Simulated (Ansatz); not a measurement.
# Al2O3: the cost of one run

Computed with Ansatz 0.2.0 (DFT LDA, scalar-relativistic, plane waves, PAW, unless a step's input says otherwise).

## 1. Starting point

The structure is trigonal, space group P-3m1 (No. 164). Conventional cell: a = 2.963 Å, b = 2.963 Å, c = 7.355 Å, α = 90.00°, β = 90.00°, γ = 120.00°. Around Al (site symmetry 3m) lie 4 O at 1.66 to 1.81 Å. O (site symmetry 3m) is surrounded by 3 Al at 1.81 Å. O (site symmetry -3m) has 2 Al at 1.66 Å as nearest neighbours.

As a file:

```
Al O
1.0
     2.96265    0.00000    0.00000
    -1.48132    2.56573    0.00000
     0.00000    0.00000    7.35487
Al O
2 3
Direct
  0.00000 0.00000 0.27446
  0.00000 0.00000 0.72554
  0.33333 0.66667 0.19529
  0.66667 0.33333 0.80471
  0.00000 0.00000 0.50000
```

It goes back to an entry of the Materials Project, which need not be the stable form.

This cell was relaxed beforehand with the same method: volume 11.18 Å³/atom, gap on the mesh 2.50 eV.

## 2. Zero of the scan

File input.yaml:

```yaml
crystal:
  lattice:
    - [2.9626459622, 0.0, 0.0]
    - [-1.4813229811, 2.5657266656, 0.0]
    - [0.0, 0.0, 7.3548745137]
  atoms:
    - { symbol: Al, position: [0.0, 0.0, 0.2744622002] }
    - { symbol: Al, position: [0.0, 0.0, 0.7255377998] }
    - { symbol: O, position: [0.3333333333, 0.6666666667, 0.195285422] }
    - { symbol: O, position: [0.6666666667, 0.3333333333, 0.804714578] }
    - { symbol: O, position: [0.0, 0.0, 0.5] }
basis:
  ecutwfc: 420
kpoints:
  mp_grid: { grid: [12, 12, 4] }
hamiltonian:
  xc: lda
scf:
  occupations: { method: gaussian, width: 0.05 }
output:
  forces: true
  stress: true
  eigenvalues: true
  write_density: true
  write_potential: true
  elf: true
  volumetric_format: npy
```

On the command line:

```console
$ ansatz run input.yaml --threads 1 --pin off --max-ram 2560MiB --backend cpu --events-out ev --progress --plain --runs-dir out
```

**Question.** How long does this run take on 1 thread of Intel Xeon at 2.50GHz (Skylake/Cascade Lake), shared host, and how much memory does it need?

About 9.2 s, with a peak of 0.35 GiB.
